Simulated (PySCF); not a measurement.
# C5H8Si: the cost of one run

Programs: PySCF 2.14.0, with density-fitted response routines of our own. Each step states its level of theory. These are calculated values for one molecule in the gas phase, unless marked as measured. Atoms are numbered from 0 throughout.

## Step 1: The starting structure

14 atoms, charge 0, multiplicity 1; geometry from: PBE0-D3(BJ)/def2-SVP.

Bonds of the start (Å): C0–C1 1.21, C1–C2 1.46, C2–C3 1.52, C3–C4 1.54, C4–Si5 1.87, Si5–C3 1.87, C0–H6 1.07, C2–H7 1.10, C2–H8 1.11, C3–H9 1.10, C4–H10 1.10, C4–H11 1.10, Si5–H12 1.48, Si5–H13 1.48.

## Step 2: NMR shieldings: PBE0/6-31G*

The job: settings as JSON, then the geometry in Å.

```
{"job": {"kind": "nmr", "xc": "PBE0", "basis": "6-31G*", "pop": true}, "charge": 0, "multiplicity": 1}
C      3.002782    -0.593585     0.653275
C      1.804313    -0.564860     0.823948
C      0.359755    -0.516950     1.013106
C     -0.323838     0.560025     0.187473
C     -1.846870     0.472563     0.006361
Si    -0.872771     0.275281    -1.572676
H      4.066118    -0.618348     0.503980
H     -0.065177    -1.506520     0.766367
H      0.141017    -0.360700     2.085944
H      0.047981     1.568256     0.409907
H     -2.330715    -0.418248     0.425119
H     -2.425391     1.384604     0.188460
H     -0.740648    -1.088935    -2.142066
H     -0.820867     1.391702    -2.547975
```

With the program's defaults for keys left out, this is: GIAO PBE0/6-31G* NMR shielding, non-relativistic, gas phase.

Run with:

```
$ OMP_NUM_THREADS=1 python probes_run.py task.json out
```

This one command runs all jobs of the session in turn.

Q: Estimate the wall time and peak memory of this first job on 1 thread of Arm Neoverse V1, shared host.

About 12 s, with a peak of 0.59 GiB.
